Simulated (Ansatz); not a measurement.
# C2H5AlO2S: the cost of one run

Program: Ansatz 0.2.0, Gaussian basis. Level of theory: the settings change from run to run. These are calculated values, not measurements.

## Step 1: The molecule

The structure was relaxed beforehand with PBE0-D4 in a triple-zeta def2 set.

SMILES `[OH][Al]1[CH2]SC[O]1`, 11 atoms, charge 0, spin multiplicity 1.

Atoms are counted from 1 here; the program's logs count them from 0.

Bond lengths: O1–Al2 1.683 Å, O1–H7 0.955 Å, Al2–C3 1.941 Å, Al2–O6 1.715 Å, C3–S4 1.818 Å, C3–H8 1.092 Å, C3–H9 1.091 Å, S4–C5 1.845 Å, C5–O6 1.391 Å, C5–H10 1.094 Å, C5–H11 1.095 Å. Angles: Al2–O1–H7 125.2°, O1–Al2–C3 131.0°, O1–Al2–O6 124.5°, C3–Al2–O6 104.6°, Al2–C3–S4 96.4°, Al2–C3–H8 118.6°, Al2–C3–H9 112.7°, S4–C3–H8 112.4°, S4–C3–H9 107.2°, H8–C3–H9 108.7°, C3–S4–C5 99.0°, S4–C5–O6 112.8°, S4–C5–H10 104.4°, S4–C5–H11 108.8°, O6–C5–H10 111.2°, O6–C5–H11 110.4°, H10–C5–H11 108.9°, Al2–O6–C5 111.8°.

## Step 2: SVWN5/pcseg-2

This run has charge +1, multiplicity 2, high accuracy.

in.yaml

```yaml
crystal:
  periodic: [false, false, false]
  atoms:
    - {symbol: O, position_ang: [0.303763, -2.711676, -0.114581]}
    - {symbol: Al, position_ang: [0.079211, -1.044667, -0.060586]}
    - {symbol: C, position_ang: [0.365006, 0.321928, -1.408527]}
    - {symbol: S, position_ang: [0.703505, 1.681719, -0.251060]}
    - {symbol: C, position_ang: [-0.437296, 1.191076, 1.113870]}
    - {symbol: O, position_ang: [-0.478456, -0.184751, 1.313981]}
    - {symbol: H, position_ang: [0.190136, -3.306295, 0.624387]}
    - {symbol: H, position_ang: [-0.450198, 0.555154, -2.096483]}
    - {symbol: H, position_ang: [1.274431, 0.158081, -1.987973]}
    - {symbol: H, position_ang: [-0.046052, 1.707197, 1.995375]}
    - {symbol: H, position_ang: [-1.438652, 1.575435, 0.891996]}
basis:
  gaussian: {orbitals: pcseg-2}
total_charge: 1
magnetization: {spin_polarized: true, initial_magnetization: 1}
hamiltonian: {xc: {name: SVWN5}}
accuracy: high
output: {forces: true}
```

Run with:

```console
ansatz run in.yaml --threads 4 --pin off --events-out ev --progress --plain --max-ram 10444MiB
```

**Question.** How long does this run take on 4 threads of Arm Neoverse V1, shared host, and how much memory does it need?

About 22 s, with a peak of 2 GiB.
